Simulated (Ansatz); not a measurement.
# Ir2Pt: one candidate of a structure search

Aim: relax a trial structure of Ir2Pt and see where it ends.

Computed with Ansatz 0.2.0 (DFT PBE, scalar-relativistic, plane waves, PAW, unless a step's input says otherwise).

1 further run of the same task is left out (it didn't finish).

### Step 1. Starting point

Symmetry: Fd-3m, No. 227, cubic system. Conventional cell: a = 7.090 Å, b = 7.090 Å, c = 7.090 Å, α = 90.00°, β = 90.00°, γ = 90.00°. Around Ir (site symmetry -3m) lie 6 Ir at 2.51 Å. Pt (site symmetry -43m) has 12 Ir at 2.94 Å and 4 Pt at 3.07 Å as nearest neighbours.

Coordinates:

```
CELL_PARAMETERS angstrom
0.00000 3.54510 3.54510
3.54510 0.00000 3.54510
3.54510 3.54510 0.00000
ATOMIC_POSITIONS crystal
Ir 0.62500 0.12500 0.12500
Ir 0.12500 0.12500 0.12500
Ir 0.12500 0.12500 0.62500
Ir 0.12500 0.62500 0.12500
Pt 0.50000 0.50000 0.50000
Pt 0.75000 0.75000 0.75000
```

A structure generator made this guess: species swapped into a database cell of YPt2 (Fd-3m, No. 227), with Pt on the Y sites and Ir on the Pt sites. Lengths come from tabulated atomic sizes and are only a guess.

### Step 2. The guess as it stands, on a coarse mesh

Contents of input.yaml:

```yaml
crystal:
  lattice:
    - [0.0, 3.54509912, 3.54509912]
    - [3.54509912, 0.0, 3.54509912]
    - [3.54509912, 3.54509912, 0.0]
  atoms:
    - { symbol: Ir, position: [0.625, 0.125, 0.125] }
    - { symbol: Ir, position: [0.125, 0.125, 0.125] }
    - { symbol: Ir, position: [0.125, 0.125, 0.625] }
    - { symbol: Ir, position: [0.125, 0.625, 0.125] }
    - { symbol: Pt, position: [0.5, 0.5, 0.5] }
    - { symbol: Pt, position: [0.75, 0.75, 0.75] }
basis:
  ecutwfc: 420
kpoints:
  mp_grid: { grid: [4, 4, 4] }
hamiltonian:
  xc: pbe
scf:
  occupations: { method: gaussian, width: 0.1 }
  lower_state_search: "off"
output:
  forces: true
  stress: true
  eigenvalues: true
```

On the command line:

```console
$ ansatz run input.yaml --threads 1 --pin off --max-ram 2560MiB --backend cpu --events-out ev --progress --plain --runs-dir out
```

Further runs follow: coarse relaxation; spin check on a coarse mesh; full relaxation.

**Question.** What will these runs give? Wanted: conventional cell; volume; energy over the elements; gap on the mesh.

As calculated:

| quantity | value |
| --- | --- |
| symmetry at the end (tolerance 0.05 Å) | space group Fd-3m (No. 227) |
| conventional cell | a = 7.277 Å, b = 7.277 Å, c = 7.277 Å, α = 90.00°, β = 90.00°, γ = 90.00° |
| volume | 16.06 Å³/atom |
| energy over the elements | +0.64 eV/atom |
| gap on the mesh | none (metal) |

What this shows: The space group Fd-3m (No. 227) is kept, and the volume per atom grows by 8.1 % from the first guess. The formation energy is positive, so the separate elements lie lower. No finished test with a distortion of lower symmetry is shown, so the end may be a saddle point. Spin-orbit coupling is left out for Ir, Pt. Other magnetic orders were not searched.
